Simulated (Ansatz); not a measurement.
# Ge2Sb2Te5: the cost of one run

Method: DFT PBE+D3(BJ), scalar-relativistic, plane waves, PAW, and further levels as typed in the inputs, in Ansatz 0.2.0.

**1. The starting structure**

The structure is triclinic, space group P1 (No. 1). The conventional cell has a = 11.262 Å, b = 12.040 Å, c = 12.770 Å, α = 90.00°, β = 100.89°, γ = 105.50°. Around Te (site symmetry 1) lie 2 Ge at 3.01 Å and 3 Sb at 3.01 Å. Around Te (site symmetry 1) lie 2 Sb at 3.01 Å and 3 Ge at 3.01 Å. Te (site symmetry 1) has 4 Sb at 3.01 Å and 1 Ge at 3.01 Å as nearest neighbours. Te (site symmetry 1) is surrounded by 2 Sb at 3.01 Å and 2 Ge at 3.01 Å. Te (site symmetry 1) has 3 Ge at 3.01 Å and 2 Sb at 3.01 Å as nearest neighbours. Around Te (site symmetry 1) lie 4 Ge at 3.01 Å and 2 Sb at 3.01 Å. Only part of the 54 independent sites is listed.

As a file:

```
Te Sb Ge
1.0
     0.00000    0.00000  -12.04000
    -9.03000    9.03000    0.00000
     6.02000    9.03000   -3.01000
Te Sb Ge
30 12 12
Direct
  0.90000 0.26667 0.40000
  0.80000 0.20000 0.80000
  0.70000 0.13333 0.20000
  0.60000 0.06667 0.60000
  0.50000 0.00000 0.00000
  0.90000 0.60000 0.40000
  0.80000 0.53333 0.80000
  0.70000 0.46667 0.20000
  0.60000 0.40000 0.60000
  0.50000 0.33333 0.00000
  0.40000 0.26667 0.40000
  0.30000 0.20000 0.80000
  0.20000 0.13333 0.20000
  0.10000 0.06667 0.60000
  0.00000 0.00000 0.00000
  0.90000 0.93333 0.40000
  0.80000 0.86667 0.80000
  0.70000 0.80000 0.20000
  0.60000 0.73333 0.60000
  0.50000 0.66667 0.00000
  0.40000 0.60000 0.40000
  0.30000 0.53333 0.80000
  0.20000 0.46667 0.20000
  0.10000 0.40000 0.60000
  0.00000 0.33333 0.00000
  0.40000 0.93333 0.40000
  0.30000 0.86667 0.80000
  0.20000 0.80000 0.20000
  0.10000 0.73333 0.60000
  0.00000 0.66667 0.00000
  0.45000 0.13333 0.20000
  0.15000 0.93333 0.40000
  0.15000 0.26667 0.40000
  0.85000 0.06667 0.60000
  0.75000 0.00000 0.00000
  0.55000 0.86667 0.80000
  0.45000 0.80000 0.20000
  0.25000 0.66667 0.00000
  0.15000 0.60000 0.40000
  0.05000 0.53333 0.80000
  0.95000 0.46667 0.20000
  0.75000 0.66667 0.00000
  0.35000 0.06667 0.60000
  0.25000 0.00000 0.00000
  0.55000 0.53333 0.80000
  0.45000 0.46667 0.20000
  0.25000 0.33333 0.00000
  0.05000 0.20000 0.80000
  0.65000 0.93333 0.40000
  0.35000 0.73333 0.60000
  0.85000 0.40000 0.60000
  0.75000 0.33333 0.00000
  0.65000 0.26667 0.40000
  0.65000 0.60000 0.40000
```

**2. Relaxing cell and atoms: Ge2Sb2Te5, no spin**

File input.yaml:

```yaml
crystal:
  lattice:
    - [0.0, 0.0, -12.04]
    - [-9.03, 9.03, 0.0]
    - [6.02, 9.03, -3.01]
  atoms:
    - { symbol: Te, position: [0.9, 0.2666666667, 0.4] }
    - { symbol: Te, position: [0.8, 0.2, 0.8] }
    - { symbol: Te, position: [0.7, 0.1333333333, 0.2] }
    - { symbol: Te, position: [0.6, 0.0666666667, 0.6] }
    - { symbol: Te, position: [0.5, 0.0, 0.0] }
    - { symbol: Te, position: [0.9, 0.6, 0.4] }
    - { symbol: Te, position: [0.8, 0.5333333333, 0.8] }
    - { symbol: Te, position: [0.7, 0.4666666667, 0.2] }
    - { symbol: Te, position: [0.6, 0.4, 0.6] }
    - { symbol: Te, position: [0.5, 0.3333333333, 0.0] }
    - { symbol: Te, position: [0.4, 0.2666666667, 0.4] }
    - { symbol: Te, position: [0.3, 0.2, 0.8] }
    - { symbol: Te, position: [0.2, 0.1333333333, 0.2] }
    - { symbol: Te, position: [0.1, 0.0666666667, 0.6] }
    - { symbol: Te, position: [0.0, 0.0, 0.0] }
    - { symbol: Te, position: [0.9, 0.9333333333, 0.4] }
    - { symbol: Te, position: [0.8, 0.8666666667, 0.8] }
    - { symbol: Te, position: [0.7, 0.8, 0.2] }
    - { symbol: Te, position: [0.6, 0.7333333333, 0.6] }
    - { symbol: Te, position: [0.5, 0.6666666667, 0.0] }
    - { symbol: Te, position: [0.4, 0.6, 0.4] }
    - { symbol: Te, position: [0.3, 0.5333333333, 0.8] }
    - { symbol: Te, position: [0.2, 0.4666666667, 0.2] }
    - { symbol: Te, position: [0.1, 0.4, 0.6] }
    - { symbol: Te, position: [0.0, 0.3333333333, 0.0] }
    - { symbol: Te, position: [0.4, 0.9333333333, 0.4] }
    - { symbol: Te, position: [0.3, 0.8666666667, 0.8] }
    - { symbol: Te, position: [0.2, 0.8, 0.2] }
    - { symbol: Te, position: [0.1, 0.7333333333, 0.6] }
    - { symbol: Te, position: [0.0, 0.6666666667, 0.0] }
    - { symbol: Sb, position: [0.45, 0.1333333333, 0.2] }
    - { symbol: Ge, position: [0.35, 0.0666666667, 0.6] }
    - { symbol: Ge, position: [0.25, 1.0, 0.0] }
    - { symbol: Sb, position: [0.15, 0.9333333333, 0.4] }
    - { symbol: Ge, position: [0.55, 0.5333333333, 0.8] }
    - { symbol: Ge, position: [0.45, 0.4666666667, 0.2] }
    - { symbol: Ge, position: [0.25, 0.3333333333, 0.0] }
    - { symbol: Sb, position: [0.15, 0.2666666667, 0.4] }
    - { symbol: Ge, position: [0.05, 0.2, 0.8] }
    - { symbol: Sb, position: [0.85, 0.0666666667, 0.6] }
    - { symbol: Sb, position: [0.75, 0.0, 0.0] }
    - { symbol: Ge, position: [0.65, 0.9333333333, 0.4] }
    - { symbol: Sb, position: [0.55, 0.8666666667, 0.8] }
    - { symbol: Sb, position: [0.45, 0.8, 0.2] }
    - { symbol: Ge, position: [0.35, 0.7333333333, 0.6] }
    - { symbol: Sb, position: [0.25, 0.6666666667, 0.0] }
    - { symbol: Sb, position: [0.15, 0.6, 0.4] }
    - { symbol: Sb, position: [0.05, 0.5333333333, 0.8] }
    - { symbol: Sb, position: [0.95, 0.4666666667, 0.2] }
    - { symbol: Ge, position: [0.85, 0.4, 0.6] }
    - { symbol: Ge, position: [0.75, 0.3333333333, 0.0] }
    - { symbol: Ge, position: [0.65, 0.2666666667, 0.4] }
    - { symbol: Sb, position: [0.75, 0.6666666667, 0.0] }
    - { symbol: Ge, position: [0.65, 0.6, 0.4] }
scf:
  occupations: { method: gaussian, width: 0.03 }
output:
  forces: true
  stress: true
  eigenvalues: true
hamiltonian:
  xc: pbe
  dispersion: d3bj
  pseudopotentials: { kind: paw, azcp: { folder: soft_1 } }
kpoints:
  mp_grid: { grid: [2, 2, 2] }
relax:
  f_tol: 0.015
  max_steps: 80
  cell: { stress_tol: 0.1 }
```

Launch:

```bash
$ ansatz run input.yaml --threads 8 --pin off --max-ram 20480MiB --backend cpu --events-out ev --progress --plain --runs-dir out
```

What time and memory should one allow on 8 threads of Intel Xeon 6975P-C (Granite Rapids), shared host?

About 13 min, with a peak of 15 GiB.
